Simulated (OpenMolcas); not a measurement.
**Mo³⁺ among point charges: CASSCF and CASPT2 levels and susceptibility**

How does a field of 4 point charges split the states of Mo³⁺, and what χT follows?

Method: state-averaged CASSCF and CASPT2, spin-orbit coupling by RASSI with atomic mean-field integrals. Code: OpenMolcas 26.06.

**1. Starting point**

```
Species                           : Mo³⁺ (molybdenum, Z = 42, 39 electrons)
Basis                             : ANO-RCC-VDZP [6s5p3d1f], 43 functions
Scalar Hamiltonian                : DKH2, point nucleus
Inactive shells                   : 1s 2s 2p 3s 3p 3d 4s 4p
Active space                      : 3 electrons in 5 orbitals (4d)
Some configurations of this space : 4d³
Orbitals                          : optimised for each spin and parity, averaged over all roots
```

Outer shells as boxes (Hund's rule):

4d3
```
4d [↑ ][↑ ][↑ ][  ][  ]
```

The ion sits among 4 point charges of -2 e arranged as a square (D4h), 2.16 Å from the ion.

The work runs as a chain of OpenMolcas steps in one folder; each step below is one input file. Labels, J, g values, rates, χT and fits are worked out afterwards by a script from the matrices that RASSI stores. The input lists half of the charges; inversion (Group=XYZ) makes the rest.

**2. GATEWAY and SEWARD: basis and integrals**

Input file a.inp:

```
&GATEWAY
Coord
1

Mo 0.0 0.0 0.0
Basis=ANO-RCC-VDZP
Group=XYZ
NoMove
AngMom=0.0 0.0 0.0
AMFI
XField
2 Angstrom 0
2.160000 0.000000 0.000000 -2.000000
0.000000 2.160000 0.000000 -2.000000
&SEWARD
```

Launch:

```bash
> OMP_NUM_THREADS=1 MOLCAS_MEM=1689 MOLCAS_PROJECT=a pymolcas a.inp > a.log
```

**3. Reference wave functions, quartets of even parity, 10 roots**

Input file a.inp:

```
&RASSCF
FileOrb=start.orb
Symmetry=1
Spin=4
nActEl=3 0 0
Inactive=9 9
Ras2=5 0
CIRoot=10 10 1
SDav=10
CIMx=300
Iter=120 100
PrWF=0.3
OrbListing=Nothing
MaxOrb=0
>>> COPY $Project.JobIph JOB001
```

start.orb holds the contracted functions of the basis, ordered by shell, or the orbitals of the step before.

**4. CASSCF: doublets of even parity, 40 roots**

Input file a.inp:

```
&RASSCF
FileOrb=start.orb
Symmetry=1
Spin=2
nActEl=3 0 0
Inactive=9 9
Ras2=5 0
CIRoot=40 40 1
SDav=40
CIMx=300
Iter=120 100
PrWF=0.3
OrbListing=Nothing
MaxOrb=0
>>> COPY $Project.JobIph JOB002
```

**5. State interaction with spin-orbit coupling**

Input file a.inp:

```
&RASSI
NrOfJobIphs=2 10 40
1 2 3 4 5 6 7 8 9 10
1 2 3 4 5 6 7 8 9 10 11 12 13 14 15 16 17 18 19 20 21 22 23 24 25 26 27
28 29 30 31 32 33 34 35 36 37 38 39 40
IphNames
JOB001
JOB002
EJob
SpinOrbit
DIPRint=1.0
SOCoupling=1000.0
Subsets=2
Property=9
'ANGMOM' 1 'ANGMOM' 2 'ANGMOM' 3 'MLTPL  1' 1 'MLTPL  1' 2 'MLTPL  1' 3
'AMFI' 1 'AMFI' 2 'AMFI' 3
SOProperty=3
'ANGMOM' 1 'ANGMOM' 2 'ANGMOM' 3
```

**6. CASPT2: IPEA 0.25, imaginary shift 0.1 (closed shells correlated: 4s 4p)**

Input file a.inp:

```
>>> COPY JOB001 $Project.JobIph
&CASPT2
Multistate=10 1 2 3 4 5 6 7 8 9 10
NoMult
Frozen=8 6
IPEA=0.25
Imaginary=0.1
MaxIter=60
WThr=0.0 0.3 0.05
PrWF=0.5
NoMix
>>> COPY JOB002 $Project.JobIph
&CASPT2
Multistate=40 1 2 3 4 5 6 7 8 9 10 11 12 13 14 15 16 17 18 19 20 21 22
23 24 25 26 27 28 29 30 31 32 33 34 35 36 37 38 39 40
NoMult
Frozen=8 6
IPEA=0.25
Imaginary=0.1
MaxIter=60
WThr=0.0 0.3 0.05
PrWF=0.5
NoMix
```

(Steps that only read results are left out.)

Before running it: what results should come out? Wanted: spin-free ground state; first state of the same spin within the active space; lowest level; next level.

The runs gave:

| quantity | value |
| --- | --- |
| method | SS-CASPT2, IPEA 0.25, imaginary shift 0.1 (closed shells correlated: 4s 4p) |
| spin-free ground state | 4A2, 1-fold in its orbital part |
| first state of the same spin within the active space | 4E at 7380 cm⁻¹ |
| lowest level | 2-fold E3/2, g = 0.01, 0.01, 5.98 |
| next level | 23.6 cm⁻¹ |
| χT at 300 K | 1.74 cm³ K/mol |
| effective moment at 300 K | 3.73 μB |

Cost by method:

| method | time of its own steps | time with the reference |
| --- | --- | --- |
| A. CASSCF | 10 s | 10 s |
| B. SS-CASPT2, IPEA 0.25, imaginary shift 0.1, +4s 4p | 3.5 s | 14 s |

Times are of one thread on a shared host.

The spin-free ground state (4A2) comes to 64 % from free-ion P terms and keeps the highest spin of the shell. χT at 300 K is 1.74, against 1.88 cm³ K/mol for the spin alone; near agreement at one temperature doesn't show that the orbital moment is quenched. The field of point charges can differ much from that of real complexes. Point charges carry no covalency, so the field is a model and not that of real ligands.
